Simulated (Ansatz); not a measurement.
**CaBe2Ge2: from the start to rest**

Wanted: the geometry at rest of CaBe2Ge2 (a database entry, slightly rescaled), relaxing the atoms in a fixed cell, and its electronic structure there.

Method: DFT, r2SCAN, no spin polarisation, plane waves, PAW, in Ansatz 0.2.0.

## 1. The cell

It takes space group P4/nmm (No. 129, tetragonal). Conventional cell: a = 3.989 Å, b = 3.989 Å, c = 9.843 Å, α = 90.00°, β = 90.00°, γ = 90.00°. Ge (site symmetry 4mm) is surrounded by 5 Be at 2.38 to 2.56 Å. Ca (site symmetry 4mm) has 8 Ge at 3.05 to 3.18 Å and 8 Be at 3.15 to 3.16 Å as nearest neighbours. Be (site symmetry 4mm) has 5 Ge at 2.26 to 2.56 Å as nearest neighbours. Ge (site symmetry -4m2) is surrounded by 4 Be at 2.26 Å. Be (site symmetry -4m2) is surrounded by 4 Ge at 2.38 Å.

In its conventional cell, by symmetry (the run takes the cell typed in the input):

```cif
data_structure
_symmetry_space_group_name_H-M 'P4/nmm:1'
_symmetry_Int_Tables_number 129
_cell_length_a 3.9887
_cell_length_b 3.9887
_cell_length_c 9.8427
_cell_angle_alpha 90.000
_cell_angle_beta 90.000
_cell_angle_gamma 90.000
_cell_volume 156.59
loop_
_atom_site_label
_atom_site_type_symbol
_atom_site_symmetry_multiplicity
_atom_site_Wyckoff_symbol
_atom_site_fract_x
_atom_site_fract_y
_atom_site_fract_z
_atom_site_occupancy
Ge1 Ge 2 c 0.50000 0.00000 0.36800 1
Ca1 Ca 2 c 0.50000 0.00000 0.74900 1
Be1 Be 2 c 0.50000 0.00000 0.10800 1
Ge2 Ge 2 a 0.00000 0.00000 0.00000 1
Be2 Be 2 b 0.00000 0.00000 0.50000 1
```

It starts from an earlier solution of the starting cell (checkpoint.read).

## 2. Relaxing

Input file input.yaml:

```yaml
crystal:
  lattice:
    - [3.988668, 0.0, 0.0]
    - [0.0, 3.988668, 0.0]
    - [0.0, 0.0, 9.842683]
  atoms:
    - { symbol: Ge, position: [0.25, 0.25, 0.368] }
    - { symbol: Ge, position: [0.75, 0.75, 0.632] }
    - { symbol: Ca, position: [0.25, 0.25, 0.749] }
    - { symbol: Ca, position: [0.75, 0.75, 0.251] }
    - { symbol: Be, position: [0.25, 0.25, 0.108] }
    - { symbol: Be, position: [0.75, 0.75, 0.892] }
    - { symbol: Ge, position: [0.75, 0.25, 0.0] }
    - { symbol: Ge, position: [0.25, 0.75, 0.0] }
    - { symbol: Be, position: [0.75, 0.25, 0.5] }
    - { symbol: Be, position: [0.25, 0.75, 0.5] }
  symmetry: { tolerance: 0.0003 }
kpoints:
  mp_grid: { grid: [6, 6, 4], shift: [0, 0, 0] }
magnetization:
  spin_polarized: false
scf:
  occupations: { method: fermi_dirac, width: 0.0116 }
  lower_state_search: "off"
hamiltonian:
  pseudopotentials: { kind: paw }
  xc: r2scan
basis:
  ecutwfc: 500
  fft_grid_basis: typed
relax:
  max_steps: 60
  f_tol: 0.03
output:
  forces: true
  stress: true
  eigenvalues: true
  populations: true
  elf: true
  write_potential: true
  volumetric_format: npy
  dos:
    e_range: [-12, 8]
    de: 0.05
    projected: { site_lists: { Be: [Be], Ca: [Ca], Ge: [Ge] } }
  bader: false
checkpoint:
  read: saved_state
```

Started as:

```console
$ ansatz run input.yaml --threads 2 --pin off --max-ram 2560MiB --backend cpu --events-out ev --progress --plain --runs-dir out
```

Output, cut to the lines that bear on the results:

```text
Warning: output.stress: scf.convergence.dr2_threshold = 1e-7 eV (the SCF's general default) is looser than the 1e-9 eV advised for a printed stress (1e-10 eV for each atom of the cell: 10). What an SCF threshold leaves in a stress goes as its square root, and in the free energy as the [...]
Warning: RAYON_NUM_THREADS=2 ignored (pool sized by the plan → 2); use --threads N
[...]
Pseudopotentials: kind: paw
Pseudopotential: Ge, paw, valence charge 14, recommended cutoff 500 eV (meta_gga), Ge.paw.azcp
Pseudopotential: Ca, paw, valence charge 10, recommended cutoff 500 eV (meta_gga), Ca.paw.azcp
Pseudopotential: Be, paw, valence charge 2, recommended cutoff 500 eV (meta_gga), Be.paw.azcp
Functional definition: r2SCAN
[...]
Crystal: 10 atoms, lattice volume = 156.592 Å³
Basis set: ecut = 500 eV, 3987 PW (Γ), exchange–correlation on 120×120×288 points (64 copies of the dense FFT grid, shifted against one another)
Bands: 52, of which v1, the nominal top of the filled ones, is band 42 counted from 1 (41 counted from 0)
Symmetry: 16 space group operations
Space group: P4/nmm (ITA 129), of the structure as read, at distance tolerance 1.6e-3 Å
k-points: 30 of 144
[...]
SCF iter   1: F=-21230.735075 eV  HF=-21230.742447 eV  |F-HF|=7.37e-3  |Δ(HF+E_count)|=         —  Δρ=1.06e-3  dr2=9.62e-3  dr2_τ=2.21e-4  ethr=1.22e-5  ⟨swp⟩=3.7  Hψ=9697  notcnv=0  defer=1
[...]
relax step   1: F+E_penalty+E_count = -21230.74249935 eV  Δ(F+E_penalty+E_count) = +0.000e0 eV  max|allowed force component| = 2.169e0 eV/Å  Δτ_max = 0.0000 Å  (7 SCF iters, accepted)
[...]
relax step   2: F+E_penalty+E_count = -21231.32608407 eV  Δ(F+E_penalty+E_count) = -5.836e-1 eV  max|allowed force component| = 6.095e-1 eV/Å  Δτ_max = 0.1950 Å  (6 SCF iters, dr2 threshold 1.00e-4 eV, accepted)
[...]
relax step   3: F+E_penalty+E_count = -21231.37168010 eV  Δ(F+E_penalty+E_count) = -4.560e-2 eV  max|allowed force component| = 1.209e-1 eV/Å  Δτ_max = 0.0856 Å  (6 SCF iters, dr2 threshold 2.32e-5 eV, accepted)
SCF iter   1: F=-21231.372075 eV  HF=-21231.370754 eV  |F-HF|=1.32e-3  |Δ(HF+E_count)|=         —  Δρ=8.99e-4  dr2=1.86e-3  dr2_τ=4.43e-3  ethr=9.99e-5  ⟨swp⟩=3.0  Hψ=2923  notcnv=0  defer=120
[...]
```

## 3. The log goes on

The log, continued, cut to the lines that bear on the results:

```text
SCF iter   2: F=-21231.372633 eV  HF=-21231.373539 eV  |F-HF|=9.05e-4  |Δ(HF+E_count)|=   2.78e-3  Δρ=5.87e-4  dr2=1.15e-3  dr2_τ=4.29e-6  ethr=2.22e-6  ⟨swp⟩=2.0  Hψ=3360  notcnv=0  defer=120
[...]
relax step   4: F+E_penalty+E_count = -21231.37340496 eV  Δ(F+E_penalty+E_count) = -1.725e-3 eV  max|allowed force component| = 3.778e-2 eV/Å  Δτ_max = 0.0152 Å  (6 SCF iters, dr2 threshold 9.14e-7 eV, accepted)
[...]
relax step   5: F+E_penalty+E_count = -21231.37352620 eV  Δ(F+E_penalty+E_count) = -1.212e-4 eV  max|allowed force component| = 5.608e-3 eV/Å  Δτ_max = 0.0033 Å  (7 SCF iters, accepted)
[...]
SCF iter   2: F=-21231.373526 eV  HF=-21231.373526 eV  |F-HF|=2.98e-9  |Δ(HF+E_count)|=  3.27e-11  Δρ=1.63e-6  dr2=7.38e-9  dr2_τ=1.38e-10  ethr=1.59e-11  ⟨swp⟩=6.1  Hψ=7054  notcnv=0
[...]
SCF converged after 2 iterations
Free energy (F): -21231.373526 eV
[...]
    - { symbol: Ge, position: [0.7499999999999999, 0.7499999999999999, 0.6326155042842393] }
    - { symbol: Ca, position: [0.25, 0.25, 0.7459516104247181] }
    - { symbol: Ca, position: [0.7499999999999999, 0.7499999999999999, 0.25404838957528175] }
    - { symbol: Be, position: [0.25, 0.25, 0.13559012996322037] }
    - { symbol: Be, position: [0.7499999999999999, 0.7499999999999999, 0.8644098700367795] }
    - { symbol: Ge, position: [0.7499999999999999, 0.25, 1.7624498076152683e-20] }
    - { symbol: Ge, position: [0.25, 0.7499999999999999, 1.7624498076152683e-20] }
    - { symbol: Be, position: [0.7499999999999999, 0.25, 0.5] }
    - { symbol: Be, position: [0.25, 0.7499999999999999, 0.5] }
--- Löwdin populations: 10 sites ---
  site symbol       q [e]
     0     Ge     16.0747
     1     Ge     16.0747
     2     Ca      8.3567
     3     Ca      8.3567
     4     Be      0.6432
     5     Be      0.6432
     6     Ge     15.1959
     7     Ge     15.1959
     8     Be      0.6381
     9     Be      0.6381
  spilling = 0.025988 (of n_electrons = 84.000000)
```

Run time: 1.8 min. Hardware: 2 threads of Arm Neoverse V1, shared host; peak memory 0.92 GiB.

Relaxation path:

| step | energy from step 1 (eV/cell) | largest force component (eV/Å) |
| --- | --- | --- |
| 1 | 0.0000 | 2.1692 |
| 2 | -0.5836 | 0.6095 |
| 3 | -0.6292 | 0.1209 |
| 4 | -0.6309 | 0.0378 |
| 5 | -0.6310 | 0.0056 |

Step 1 is the start.

The largest move, 0.27 Å, is shared by several atoms, Be6 among them.

## 4. Total and projected density of states

Counts of states in windows (eV from the Fermi level; tetrahedra), total and projected:

| from | to | total | Be s | Ge s | Ge p |
| --- | --- | --- | --- | --- | --- |
| -8.0 | -7.0 | 0.30 | 0.01 | 0.19 | 0.10 |
| -7.0 | -6.0 | 0.85 | 0.13 | 0.13 | 0.55 |
| -6.0 | -5.0 | 2.80 | 0.51 | 0.24 | 1.85 |
| -5.0 | -4.0 | 3.15 | 0.35 | 0.30 | 2.25 |
| -4.0 | -3.0 | 3.83 | 0.23 | 0.19 | 3.00 |
| -3.0 | -2.0 | 4.56 | 0.17 | 0.18 | 3.52 |
| -2.0 | -1.0 | 3.50 | 0.09 | 0.17 | 2.61 |
| -1.0 | 0.0 | 1.40 | 0.02 | 0.07 | 1.03 |
| 0.0 | 1.0 | 1.40 | 0.14 | 0.13 | 0.63 |
| 1.0 | 2.0 | 3.94 | 0.61 | 0.25 | 0.67 |
| 2.0 | 3.0 | 5.21 | 0.51 | 0.21 | 0.69 |

## 5. Atomic charges

Gathered by element (positive charge: electrons given up): Löwdin charges also hold the electrons that the projection spills.

| element | atoms | Löwdin charge (e) |
| --- | --- | --- |
| Ge | 4 | -2.07 to -1.20 |
| Ca | 2 | +1.64 |
| Be | 4 | +1.36 |

Löwdin charges rest on a small set of atomic orbitals that misses 2.6 % of the electrons, so they need not add up to the cell's charge and can differ from Bader's even in sign.

## 6. Maps of the fields

Maps in the plane spanned by b and c at height 0.250 along a (axes of the input's cell), one cell: b runs left to right (12 points from zero), c bottom to top (26 points), 90° apart. These are the smooth PAW fields, not the true ones near the nuclei.

Valence density. Ten steps from '0' (0.04 e/Å³) to '9' (56.70 e/Å³), finer at the low end (step k begins (100^(k/10) - 1)/99 of the way up):
```
000000014641
000000011211
000000000000
000000000000
013331000000
034543000000
035553000000
013431000000
001110000000
000000000000
000000000000
000000000000
000000000000
001110000000
112421100000
126962100000
126862100000
012321000000
001110000000
000100000000
000000000000
000000000000
000000000000
000000011211
100000114641
100000127972
```

ELF. Ten even steps from '0' (0.00) to '9' (0.86):
```
431113431013
521012554445
300000377777
003530036763
079997002320
399999300100
499899400100
189998101210
015751013431
100000145654
210001244444
332223320002
555455520002
864446871017
742124797479
630003687678
530003575457
643234663236
777677741114
689998631113
555555543334
520002566766
840004887778
873137865456
564346541014
443234430003
```

Atoms within 0.2 Å of the plane, in fractions of b and c: Ge at (0.25, 0.37), Ca at (0.25, 0.75), Be at (0.25, 0.14), Ge at (0.75, 0.00), Be at (0.75, 0.50).

Scans along the contacts give these minima of the density:

| contact | length (Å) | minimum at (fraction) | density (e/Å³) | ELF |
| --- | --- | --- | --- | --- |
| Ge1–Be5 | 2.281 | none clear | – | – |
| Ge7–Ge8 | 2.820 | 0.50 | 0.268 | 0.43 |
| Ca3–Ge2 | 3.033 | 0.45 | 0.134 | 0.10 |
| Ca3–Be6 | 3.052 | 0.47 | 0.095 | 0.07 |

## 7. Results

```
                                                 quantity                 value
                                                    moves                     4
                                            energy gained         63.1 meV/atom
                                             largest move           0.27 Å (Be)
                     space group (0.01 Å), before / after       P4/nmm / P4/nmm
                          pressure left in the fixed cell               0.9 GPa
                                                character                 metal
density of states, mean within 0.25 eV of the Fermi level  0.83 per eV per cell
```

In the fixed cell the largest move of an atom is 0.27 Å; the energy fell by 63.1 meV per atom. The run held to 16 symmetry operations, so a lower structure without them is not ruled out. The cell is metallic; within 0.25 eV of the Fermi level the density of states averages 0.83 per eV per cell.

Limits of this run: the SCF threshold is loose for a stress.
